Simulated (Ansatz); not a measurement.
I need a ladder of methods at one geometry of CH4FNSSi, SMILES N[SiH]1SC1F. Use Ansatz's Python interface. Use (for the species named): r2SCAN, def2-SVP basis, multiplicity 1. The script varies functional: r2scan, blyp, hf, hse06.

Input file `ch4fnssi.xyz`:
```text
9

N    -0.19620    0.74690    1.50200
Si   -0.63530   -0.39170    0.33540
S     1.34440   -0.76380   -0.48900
C     0.09500   -0.22250   -1.33810
F     0.10310    1.02870   -1.91130
H     0.58460    0.48450    1.98470
H     0.09710    1.62500    0.99510
H    -0.93500   -1.66890    0.94940
H    -0.36920   -0.88440   -2.04540
```

`run_methods.py`:
```python
"""CH4FNSSi at several levels of theory."""

from pathlib import Path

import ansatz as az
import numpy as np

BASIS_SET = "def2-SVP"

ch4fnssi = az.Crystal.molecule_from_extxyz("ch4fnssi.xyz")

base = ch4fnssi.calculation().basis(gaussian=BASIS_SET)

print("functional    E (Ha)        dipole (D)   HOMO (eV)  LUMO (eV)")
for name in ["r2scan", "blyp", "hf", "hse06"]:
    data = base.functional(name).forces().orbitals().run(runs_dir="runs").report
    lines = Path(data["orbitals_path"]).read_text().splitlines()
    field_of = lambda key: [line.split("=")[1].strip() for line in lines if line.startswith(key)]
    orbitals = [(27.211386 * float(e), s, float(n)) for e, s, n in zip(field_of("Ene="), field_of("Spin="), field_of("Occup="))]
    homo = max(e for e, _, n in orbitals if n > 0.5)
    lumo = min(e for e, _, n in orbitals if n < 0.5)
    dipole = 4.803205 * np.linalg.norm(data["charge_distribution"]["dipole_moment_e_ang"])
    print(f"{name:10s} {data['free_energy_ev'] / 27.211386246:14.6f} {dipole:9.3f} {homo:11.3f} {lumo:10.3f}")
```

Running `python run_methods.py` prints:
```text
functional    E (Ha)        dipole (D)   HOMO (eV)  LUMO (eV)
r2scan        -882.230661     1.340      -5.522     -2.221
blyp          -882.313647     1.093      -5.010     -2.108
hf            -880.107734     2.283      -9.044      1.489
hse06         -881.892212     1.454      -6.046     -1.929
```

Caveats:
- Total energies depend on the basis set; only differences at equal settings carry meaning.
- The geometry is a force-field or estimated start, not a minimum of this method, and the basis set is short of its limit. A lower total doesn't mark the better method: functionals have no common bound, and MP2 and coupled cluster aren't variational.
- Levels such as HOMO and LUMO are orbital energies: with these approximate functionals they aren't the ionisation energy and electron affinity, and their gap isn't the fundamental gap.
- hse06 follows the composition of plane-wave codes, whose totals differ by tens of mHa, up to about 0.1 Ha, from the form usual in Gaussian-basis programs (wpbeh).
- Run time: 9.4 s on 1 thread of Intel(R) Xeon(R) 6975P-C (Granite Rapids), on a shared host, peak memory 0.3 GiB.

(Lines on the test bed's own set-up are left out of the output.)
